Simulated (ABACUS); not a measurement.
Input of an ABACUS 3.10.1 run:

run_abacus.py

```python
"""ABACUS run from a structure file: ASE reads it, the script writes STRU, KPT and INPUT."""
import re
import subprocess
from ase.io import read
from ase.units import Bohr

atoms = read("POSCAR")
atoms = atoms[(-atoms.numbers).argsort(kind="stable")]  # ABACUS lists atoms element by element
pseudo = {'Ti': 'Ti.upf', 'Al': 'Al.upf'}
orbital = {'Ti': 'Ti_confined-atom_7au_3s2p2d1f.orb', 'Al': 'Al_confined-atom_8au_2s2p1d.orb'}
magmoms = None
kmesh = [7, 7, 7]
params = {
    'suffix': 'TiAl3',
    'calculation': 'scf',
    'basis_type': 'lcao',
    'pseudo_dir': './',
    'orbital_dir': './',
    'symmetry': 1,
    'dft_functional': 'pbe',
    'ecutwfc': 100,
    'pseudo_rcut': 7,
    'nspin': 1,
    'nbands': 15,
    'ks_solver': 'genelpa',
    'smearing_method': 'fd',
    'smearing_sigma': 0.00367493,
    'scf_thr': 1e-07,
    'scf_nmax': 100,
    'mixing_type': 'broyden',
    'mixing_beta': 0.7,
    'cal_force': 1,
    'cal_stress': 1,
    'out_mul': 1,
}

symbols = atoms.get_chemical_symbols()
elements = list(dict.fromkeys(symbols))
lines = ["ATOMIC_SPECIES"] + [f"{e} {atoms.get_masses()[symbols.index(e)]:.4f} {pseudo[e]}" for e in elements]
if orbital:
    lines += ["", "NUMERICAL_ORBITAL"] + [orbital[e] for e in elements]
lines += ["", "LATTICE_CONSTANT", f"{1 / Bohr:.10f}", "", "LATTICE_VECTORS"]
lines += [" ".join(f"{x:.10f}" for x in v) for v in atoms.cell]
lines += ["", "ATOMIC_POSITIONS", "Direct"]
for e in elements:
    lines += ["", e, "0.0", str(symbols.count(e))]
    for i, p in enumerate(atoms.get_scaled_positions(wrap=False)):
        if symbols[i] == e:
            mag = "" if magmoms is None else " mag " + " ".join(str(x) for x in (magmoms[i] if isinstance(magmoms[i], list) else [magmoms[i]]))
            lines.append(" ".join(f"{x:.10f}" for x in p) + " 1 1 1" + mag)
open("STRU", "w").write("\n".join(lines) + "\n")
open("KPT", "w").write("K_POINTS\n0\nGamma\n%d %d %d 0 0 0\n" % tuple(kmesh))
open("INPUT", "w").write("INPUT_PARAMETERS\n" + "".join(f"{k:<20s}{v}\n" for k, v in params.items()))

done = subprocess.run(['mpirun', '-np', '4', 'abacus'])
if done.returncode:
    raise SystemExit(done.returncode)
log = open("OUT.TiAl3/running_scf.log").read()
print("final energy (eV):", re.findall(r"FINAL_ETOT_IS (\S+)", log))
```

Contents of POSCAR:

```
TiAl3
1.0
   -1.9111067713      1.9111067713      4.2806687947
    1.9111067713     -1.9111067713      4.2806687947
    1.9111067713      1.9111067713     -4.2806687947
Ti Al
1 3
Direct
    0.0000000000      0.0000000000      0.0000000000
    0.2500000000      0.7500000000      0.5000000000
    0.7500000000      0.2500000000      0.5000000000
    0.5000000000      0.5000000000      0.0000000000
```

Potentials or basis: PseudoDojo NC SR 0.4.1 PBE standard, DZP LCAO (the cutoffs set its grid).

Command:

```console
$ OMP_NUM_THREADS=1 python run_abacus.py > log
```

**Question.** Estimate the band gap on the k mesh.

**Answer.** None (metal or under the smearing width).

**Question.** Estimate the pressure.

**Answer.** 2.5 GPa.

**Question.** Predict the Mulliken charges.

**Answer.** Ti -0.20; Al +0.08, +0.03 e.

Stress tensor (GPa, compression positive):
```
2.45 0.00 0.00
0.00 2.45 0.00
0.00 0.00 2.55
```

Caveat: the atomic orbitals were generated for these runs and aren't a published set; the basis of atomic orbitals isn't converged, which shifts pressures, moduli and gaps.
